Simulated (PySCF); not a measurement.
# F5ORe (Re(O)(F)5): the cost of one run

The runs use PySCF 2.14.0; r2SCAN, Re def2-SVP with ECP60, O def2-SVP, F def2-SVP; scalar-relativistic core potentials, no spin–orbit coupling.

5 further runs of the same task are left out: 2 for a known fault of the program, 1 that didn't finish, 2 set aside as unsound or not needed.

### Step 1. Where the work starts

7 atoms, charge 0, spin multiplicity 1.

Bond lengths: Re1–O2 1.480 Å, Re1–F3 1.703 Å, Re1–F4 1.703 Å, Re1–F5 1.703 Å, Re1–F6 1.703 Å, Re1–F7 1.703 Å. Angles: O2–Re1–F3 81.2°, O2–Re1–F4 81.2°, O2–Re1–F5 82.6°, O2–Re1–F6 135.9°, O2–Re1–F7 135.9°, F3–Re1–F4 81.2°, F3–Re1–F5 135.9°, F3–Re1–F6 82.6°, F3–Re1–F7 135.9°, F4–Re1–F5 135.9°, F4–Re1–F6 135.9°, F4–Re1–F7 82.6°, F5–Re1–F6 81.2°, F5–Re1–F7 81.2°, F6–Re1–F7 81.2°.

Coordinates:

```
Re    0.0000    0.0000    0.0000
O     1.1119    0.0000    0.9768
F    -0.6396    1.1079    1.1238
F    -0.6396   -1.1079    1.1238
F     1.2793    0.0000   -1.1238
F    -0.6396    1.1079   -1.1238
F    -0.6396   -1.1079   -1.1238
```

Formal oxidation states: Re +7.

### Step 2. SCF at the start, singlet

run.py (the lines that set the calculation) reads:

```python
mol = gto.M(atom='''
Re     0.00000     0.00000     0.00000
O      1.11190     0.00000     0.97680
F     -0.63960     1.10790     1.12380
F     -0.63960    -1.10790     1.12380
F      1.27930     0.00000    -1.12380
F     -0.63960     1.10790    -1.12380
F     -0.63960    -1.10790    -1.12380''',
    basis={'Re': 'def2-SVP', 'O': 'def2-SVP', 'F': 'def2-SVP'},
    ecp={'Re': 'def2-SVP'},
    charge=0, spin=0)
mf = dft.RKS(mol, xc='R2SCAN')
mf.grids.atom_grid = (50, 194)
mf = mf.density_fit()  # fitting sets: Re def2-universal-JKFIT, O def2-universal-JKFIT, F def2-universal-JKFIT
mf.conv_tol = 1e-08; mf.max_cycle = 55
mf.kernel(dm0)  # dm0: free metal ions and neutral atoms
```

Run with:

```sh
> OMP_NUM_THREADS=2 python run.py
```

What time and memory should one allow on 2 threads of Arm Neoverse V1, shared host?

About 6.4 s, with a peak of 0.56 GiB.
